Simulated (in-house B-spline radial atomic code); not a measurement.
# Ce²⁺: ionisation energy by several methods

An exercise on one series of results from a longer session: the logs are not shown, and one member is left open.

The numbers are computed with in-house B-spline radial atomic code version 1 (scalar-relativistic (X2C), several functionals, spin-polarised, exact exchange averaged over the configuration; spherical all-electron atom at the radial basis limit), except any that are marked as measured or tabulated.

### Starting point

* element: cerium (Z = 58)
* charge: +2
* electrons: 56
* configuration: [Xe] 4f2
* nucleus: Fermi, rms radius 4.877 fm

The outer shells:

[Xe] 4f2
```
[Xe] core
4f [↑ ][↑ ][  ][  ][  ][  ][  ]
```

Where spins are not typed, each open shell is filled with up spins first.

Set-up of the first run:

Settings of the run:

```ini
Z = 58
electrons = 56.0
configuration = [Xe] 4f2
hamiltonian = x2c
method = wb97x
spin_polarised = True
nucleus = fermi
rms_radius = 4.8771
mass_number = 140
atomic_mass = 139.905448433
speed_of_light = 137.035999084
exact_exchange = averaged over the configuration
```

Started as:

```
> python run_scf.py task.json out
```

task.json lists these runs, among others, and the program works through them in turn.

Among the steps run: ωB97X, a range-separated hybrid; BHandHLYP, a global hybrid; B3LYP, a global hybrid; TPSSh, a global hybrid; B97-1, a global hybrid; CAM-B3LYP, a range-separated hybrid.

One of the session's tables, all rows but one given; the rest of the session is left out.

| method | ΔSCF (eV) |
| --- | --- |
| BHandHLYP | 19.706 |
| B3LYP | 20.546 |
| TPSSh | 20.494 |
| B97-1 | ? |
| ωB97X | 20.293 |
| CAM-B3LYP | 20.448 |

Q: Estimate the row for B97-1 from the others.

**Answer.** ΔSCF (eV): 20.438. In the column «ΔSCF (eV)» it lies between ωB97X (20.293) and CAM-B3LYP (20.448).
